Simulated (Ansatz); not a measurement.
# Cu(SH)2 (CuH₂S₂) (doublet): single points with varied inputs

How do the results and run time of Cu(SH)2 (CuH₂S₂) (doublet) respond when the settings are drawn wide?

Program: Ansatz 0.2.0, Gaussian basis. Level of theory: the settings change from run to run. These are calculated values, not measurements.

## 1. The relaxed structure

An earlier PBE0-D4 in a triple-zeta def2 set relaxation fixed the geometry.

5 atoms, charge 0, spin multiplicity 2.

Atoms are counted from 1 here; the program's logs count them from 0.

Bond lengths: Cu1–S2 2.115 Å, Cu1–S4 2.115 Å, S2–H3 1.346 Å, S4–H5 1.346 Å. Angles: S2–Cu1–S4 179.8°, Cu1–S2–H3 95.4°, Cu1–S4–H5 95.4°.

## 2. wB97X-V/6-31G

Input file in.yaml:

```yaml
crystal:
  periodic: [false, false, false]
  atoms:
    - {symbol: Cu, position_ang: [0.002208, -0.005284, 0.000078]}
    - {symbol: S, position_ang: [-0.071062, 0.017152, 2.114124]}
    - {symbol: H, position_ang: [1.168873, 0.515471, 2.277491]}
    - {symbol: S, position_ang: [0.072836, -0.021819, -2.114113]}
    - {symbol: H, position_ang: [-1.172855, -0.505520, -2.277580]}
basis:
  gaussian: {orbitals: 6-31G}
magnetization: {spin_polarized: true, initial_magnetization: 1}
hamiltonian: {xc: {name: wB97X-V}}
```

The run is started by

```sh
$ ansatz run in.yaml --threads 4 --pin off --events-out ev --progress --plain --max-ram 3916MiB
```

Output:

```text
Functional definition: wB97X-V
  name "wB97X-V"
  cite "Mardirossian & Head-Gordon, Phys. Chem. Chem. Phys. 16, 9904 (2014) doi:10.1039/C3CP54374A"
  cite "Becke, J. Chem. Phys. 107, 8554 (1997) doi:10.1063/1.475007"
  cite "Vydrov & Van Voorhis, J. Chem. Phys. 133, 244103 (2010) doi:10.1063/1.3521275"
  parameter omega = 0.3/bohr
  parameter cx = 0.167
  parameter cx1 = 0.603
  parameter cx2 = 1.194
  parameter css0 = 0.556
  parameter css1 = -0.257
  parameter cos0 = 1.219
  parameter cos1 = -1.850
  parameter b = 6.0
  parameter c = 0.01
  exchange = spin_sum(e_x_unif_sr(omega)*poly(b97_u_x, 1 - cx, cx1, cx2)) + cx*exact_x_sr(omega) + exact_x_lr(omega)
  correlation = spin_sum(e_c_pw_same_spin*poly(b97_u_same, css0, css1))
      + integral(e_c_pw_opposite_spin*poly(b97_u_opposite, cos0, cos1)) + vv10(b, c)
631 factors; integrals over basis functions are off by at most 2.7e-4 eV
168 factors; integrals over basis functions are off by at most 6.3e-4 eV
mean field evaluation 1: about -66322.2100 eV, gradient 3.2e1 eV
mean field evaluation 2: about -66307.1622 eV, gradient 9.7e1 eV
mean field evaluation 4: about -66326.0283 eV, gradient 5.9e0 eV
mean field evaluation 8: about -66326.2934 eV, gradient 3.6e-1 eV
mean field evaluation 16: about -66326.2945 eV, gradient 3.4e-3 eV
mean field evaluation 32: about -66325.9526 eV, gradient 3.3e0 eV
mean field -66326.29449795 eV, -2437.4463652225 hartree, gradient 2.5e-5 eV, S^2 0.753571; 6 other end points of the search recorded, 0 dependent functions left out
reference -66326.29449618 eV, -2437.4463651573 hartree; 32, 31 occupied and 27, 28 virtual orbitals, 631 factors
Total energy: -66326.29449618 eV, -2437.4463651573 hartree
```

It took 9.5 s on 4 threads of Arm Neoverse V1, shared host.

⟨S²⟩ 0.754.

## 3. wB97X/def2-mTZVPP

Set apart from the defaults: charge +1, multiplicity 1, atoms shaken by 0.15 Å, a grid of angular degree 23, the search for lower states set to light.

Input file in.yaml:

```yaml
crystal:
  periodic: [false, false, false]
  atoms:
    - {symbol: Cu, position_ang: [-0.066237, 0.035641, -0.375527]}
    - {symbol: S, position_ang: [-0.193188, -0.025530, 1.967778]}
    - {symbol: H, position_ang: [1.492217, 0.470535, 2.112558]}
    - {symbol: S, position_ang: [0.019602, 0.166002, -2.046560]}
    - {symbol: H, position_ang: [-1.215864, -0.232252, -2.473160]}
basis:
  gaussian: {orbitals: def2-mTZVPP, final_grid: {core_spheres: 8, valence_spheres: 7, degree: 23}}
total_charge: 1
hamiltonian: {xc: {name: wB97X}}
scf: {lower_state_search: light}
```

Launched as before.

Output, shortened:

```text
Functional definition: wB97X
  name "wB97X"
  cite "Chai & Head-Gordon, J. Chem. Phys. 128, 084106 (2008) doi:10.1063/1.2834918"
  cite "Becke, J. Chem. Phys. 107, 8554 (1997) doi:10.1063/1.475007"
[...]
  # The coefficients of nought are those of the uniform gas.
[...]
      + exact_x_lr(omega)
[...]
      + integral(e_c_pw_opposite_spin*poly(b97_u_opposite, 1, cos1, cos2, cos3, cos4))
945 factors; integrals over basis functions are off by at most 1.6e-3 eV
213 factors; integrals over basis functions are off by at most 9.3e-6 eV
[...]
mean field -66332.40760552 eV, -2437.6710177822 hartree, gradient 5.4e-5 eV, S^2 0.000000; 0 other end points of the search recorded, 0 dependent functions left out
reference -66332.40757892 eV, -2437.6710168045 hartree; 31, 31 occupied and 66, 66 virtual orbitals, 945 factors
Total energy: -66332.40757892 eV, -2437.6710168045 hartree
```

It took 1.4 s on 4 threads of Arm Neoverse V1, shared host.

## 4. revPBE0/def2-mTZVP

This run has restricted open-shell orbitals, atoms shaken by 0.03 Å, D4 dispersion.

Input file in.yaml:

```yaml
crystal:
  periodic: [false, false, false]
  atoms:
    - {symbol: Cu, position_ang: [-0.059620, 0.005027, -0.004779]}
    - {symbol: S, position_ang: [-0.118971, 0.001925, 2.087876]}
    - {symbol: H, position_ang: [1.138306, 0.521729, 2.293184]}
    - {symbol: S, position_ang: [0.069336, -0.008979, -2.135138]}
    - {symbol: H, position_ang: [-1.152383, -0.523207, -2.249573]}
basis:
  gaussian: {orbitals: def2-mTZVP}
magnetization: {spin_polarized: false, initial_magnetization: 1}
hamiltonian: {xc: {name: revPBE0}, dispersion: d4}
scf: {omitted_lower_state_checks: [starts]}
```

Launched as before.

Output, shortened:

```text
Functional definition: revPBE0
  name "revPBE0"
  cite "Zhang & Yang, Phys. Rev. Lett. 80, 890 (1998) doi:10.1103/PhysRevLett.80.890"
  cite "Adamo & Barone, J. Chem. Phys. 110, 6158 (1999) doi:10.1063/1.478522"
  cite "Perdew, Burke & Ernzerhof, Phys. Rev. Lett. 77, 3865 (1996) doi:10.1103/PhysRevLett.77.3865"
[...]
825 factors; integrals over basis functions are off by at most 7.3e-4 eV
[...]
mean field -66338.25363723 eV, -2437.8858554848 hartree, gradient 4.6e-5 eV, S^2 0.750000; 0 other end points of the search recorded, 0 dependent functions left out
reference -66338.25367380 eV, -2437.8858568288 hartree; 32, 31 occupied and 51, 52 virtual orbitals, 825 factors
Total energy: -66338.52056204 eV, -2437.8956647906 hartree
Checks for a lower state left out: starts
```

It took 1.7 s on 4 threads of Arm Neoverse V1, shared host.

## 5. All runs side by side

```
             level  charge  multiplicity  geometry  functions  energy (eV)   time
     wB97X-V/6-31G       0             2   relaxed         59   -66326.294  9.5 s
 wB97X/def2-mTZVPP       1             1    shaken         97   -66332.408  1.4 s
revPBE0/def2-mTZVP       0             2    shaken         83   -66338.521  1.7 s
```

## 6. What came out

| quantity | value |
| --- | --- |
| runs | 3 |
| quickest | wB97X/def2-mTZVPP, 1.4 s |
| slowest | wB97X-V/6-31G, 9.5 s |

What this shows: The runs differ in state or geometry as well as level, so their energies can't be set against each other. wB97X-V/6-31G took 7 times as long as wB97X/def2-mTZVPP. The jobs differ in tasks and options as well as level.
